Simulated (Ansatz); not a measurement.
# HfC (quintet): the correlation ladder, def2-TZVPP

The task here is to estimate one member of a computed series from the others.

Method: def2-TZVPP, core rule «outside noble gas», up to 5 orbitals frozen; program: Ansatz 0.2.0, Gaussian basis.

To be run: UHF; ROHF; CCSD(T) on UHF.

2 further runs of the same task are left out: 2 set aside as unsound or not needed.

## What is computed

The geometry is a PBE0/def2-TZVP stationary point (not a proven minimum) of the parent state, kept for this charge and spin. No spin-orbit coupling is included. Elements past krypton take def2 core potentials.

2 atoms, charge 0, spin multiplicity 5.

Atoms are counted from 1 here; the program's logs count them from 0.

Bond lengths: Hf1–C2 1.798 Å.

Set-up of the first run:

in.yaml

```yaml
crystal:
  periodic: [false, false, false]
  atoms:
    - {symbol: Hf, position_ang: [0.000000, 0.000000, 0.000000]}
    - {symbol: C, position_ang: [0.000000, 0.000000, 1.798320]}
basis:
  gaussian: {orbitals: def2-TZVPP}
magnetization: {spin_polarized: true, initial_magnetization: 4}
hamiltonian: {xc: hf}
output: {orbitals: {seedname: orbitals}}
```

Launch:

```sh
$ ansatz run in.yaml --threads 1 --pin off --events-out ev --progress --plain --max-ram 4096MiB --backend cpu
```

Steps of the session up to this table: UHF; ROHF; CCSD(T) on UHF.

One table of the session follows, with a row left open; its other results are not shown here.

```
  method  from UCCSD(T) (meV)
    ROHF              +5602.2
     UHF              +5398.9
    UMP2               +743.4
   UCCSD                    ?
UCCSD(T)                    0
```

**Question.** Estimate the row for UCCSD.

As computed: from UCCSD(T) (meV): +316.1. In the column «from UCCSD(T) (meV)» it lies between UCCSD(T) (0) and UMP2 (+743.4).
